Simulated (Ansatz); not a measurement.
The system is SrMg6Si.

```
Sr Si Mg
1.0
     4.90902    0.00000    0.00000
     0.00000    3.02556    6.76092
     0.00000   -3.02556    6.76092
Sr Si Mg
1 1 6
Direct
  0.50000 0.69763 0.69763
  0.50000 0.11525 0.11525
  0.00000 0.86279 0.86279
  0.00000 0.29972 0.29972
  0.00000 0.32092 0.83004
  0.00000 0.83004 0.32092
  0.50000 0.19214 0.68150
  0.50000 0.68150 0.19214
```

The cell comes from a database or a generator and needn't be the stable form of this composition.

- Program: Ansatz 0.2.0
- Task: single point
- Functional: PBE
- Potentials or basis: Ansatz PAW
- Cutoff: 420 eV (not typed: the program's choice for these potentials)
- k mesh: 6 × 5 × 5
- Occupations: fermi-dirac, width 0.05 eV
- Spin: no spin polarisation

On this cell: pressure 0.1 GPa; largest force 0.084 eV/Å; band gap on the k mesh none (metal or under the smearing width).

The same run follows on a disturbed copy (atoms moved at random, drawn with an rms of 0.05 Å):

```
Sr Si Mg
1.0
     4.90902    0.00000    0.00000
     0.00000    3.02556    6.76092
     0.00000   -3.02556    6.76092
Sr Si Mg
1 1 6
Direct
  0.49837 0.69267 0.69790
  0.49658 0.11149 0.11466
  0.01361 0.85371 0.86890
  0.99564 0.28384 0.30759
  0.98641 0.31741 0.83262
  0.00091 0.82018 0.33209
  0.50929 0.19553 0.67718
  0.49374 0.68813 0.18305
```

Question: What changes?

Answer: The energy (extrapolated to zero smearing) moves by +4.6 meV/atom; pressure 0.2 GPa; largest force 0.292 eV/Å; band gap on the k mesh none (metal or under the smearing width).

Forces on the atoms (eV/Å):
```
Sr   0.041 -0.005  0.107
Si  -0.029 -0.026  0.015
Mg  -0.280  0.070  0.046
Mg   0.028  0.102 -0.043
Mg   0.263 -0.121 -0.012
Mg  -0.077  0.148 -0.111
Mg  -0.144  0.020 -0.041
Mg   0.198 -0.188  0.040
```

Stress tensor (GPa, compression positive):
```
 0.15 -0.23 -0.07
-0.23  0.08 -0.18
-0.07 -0.18  0.38
```
